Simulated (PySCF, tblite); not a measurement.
# C₅H₁₀N₂: geometry, infrared bands and NMR shifts

Wanted: the infrared bands and NMR shifts of C₅H₁₀N₂ (`C=CCN/N=C\C`), by calculation.

Computed with tblite 0.8.0 and PySCF 2.14.0, with density-fitted response routines of our own, on a single molecule in the gas phase. Atoms count from 0, in the outputs and in this text.

### 1 The starting structure

17 atoms, charge 0, multiplicity 1; geometry from: force field or distance geometry start.

Bonds of the start (Å): C0–C1 1.35, C1–C2 1.51, C2–N3 1.43, N3–N4 1.42, N4–C5 1.28, C5–C6 1.49, C0–H7 1.09, C0–H8 1.09, C1–H9 1.10, C2–H10 1.13, C2–H11 1.10, N3–H12 1.03, C5–H13 1.10, C6–H14 1.13, C6–H15 1.11, C6–H16 1.11.

### 2 Geometry optimisation with GFN2-xTB

The job: settings as JSON, then the geometry in Å.

```
{"job": {"kind": "relax", "xc": "GFN2-xTB", "basis": "xTB"}, "charge": 0, "multiplicity": 1}
C     -2.759000     0.122400     1.128500
C     -1.829200     0.494900     0.222500
C     -1.218200    -0.547500    -0.682200
N      0.198500    -0.659900    -0.526400
N      0.809300    -1.033200     0.701400
C      1.873300    -0.450400     1.113100
C      2.553900     0.649100     0.364500
H     -3.149100     0.923600     1.763600
H     -3.092000    -0.911700     1.193200
H     -1.497000     1.538800     0.176300
H     -1.499400    -0.168200    -1.710600
H     -1.738400    -1.493500    -0.463000
H      0.818100    -0.476400    -1.327200
H      2.343700    -0.746800     2.057500
H      2.657400     1.518200     1.077100
H      3.547000     0.256100     0.062700
H      1.974100     0.996600    -0.511600
```

On the command line:

```bash
> OMP_NUM_THREADS=1 python probes_run.py task.json out
```

The driver reads the jobs from task.json and runs them one after another.

**Question.** This job is followed by: GFN2-xTB harmonic vibrations, gas phase; GIAO PBE0/pcSseg-1 NMR shielding, non-relativistic, gas phase. Predict these results of the whole session: strongest single infrared mode (GFN2-xTB); zero-point energy (GFN2-xTB); 13C shifts against TMS (PBE0/pcSseg-1); 1H shifts against TMS (PBE0/pcSseg-1, means over atoms taken as alike); 15N shifts against NH3 (PBE0/pcSseg-1).

The runs gave:

| quantity | value |
| --- | --- |
| strongest single infrared mode (GFN2-xTB) | 667 cm⁻¹, 114 km/mol |
| zero-point energy (GFN2-xTB) | 89.6 kcal/mol |
| 13C shifts against TMS (PBE0/pcSseg-1) | 144.9, 128.8, 123.6, 59.8, 12.4 ppm |
| 1H shifts against TMS (PBE0/pcSseg-1, means over atoms taken as alike) | 6.29, 5.92, 5.45, 5.33, 4.66, 4.03, 1.62 ppm |
| 15N shifts against NH3 (PBE0/pcSseg-1) | 388.3, 142.1 ppm |

What this shows: Relaxing lowered the energy by 0.831 eV in 121 steps; the close pair that moved most is N3–N4, from 1.421 to 1.340 Å. No mode is imaginary among the 45: a minimum at this level. The strongest single mode, at 667 cm⁻¹, moves mainly H12 and N3. Unscaled tight-binding wavenumbers are off by several per cent, some by more. Its intensities can rank the bands wrongly. C1 (alkene CH) lies farthest downfield among carbon, at 144.9 ppm; an sp2 carbon of a C=C bond. At PBE0/pcSseg-1: The largest span, 584 ppm, is at N4, where the paramagnetic term is -447 ppm.
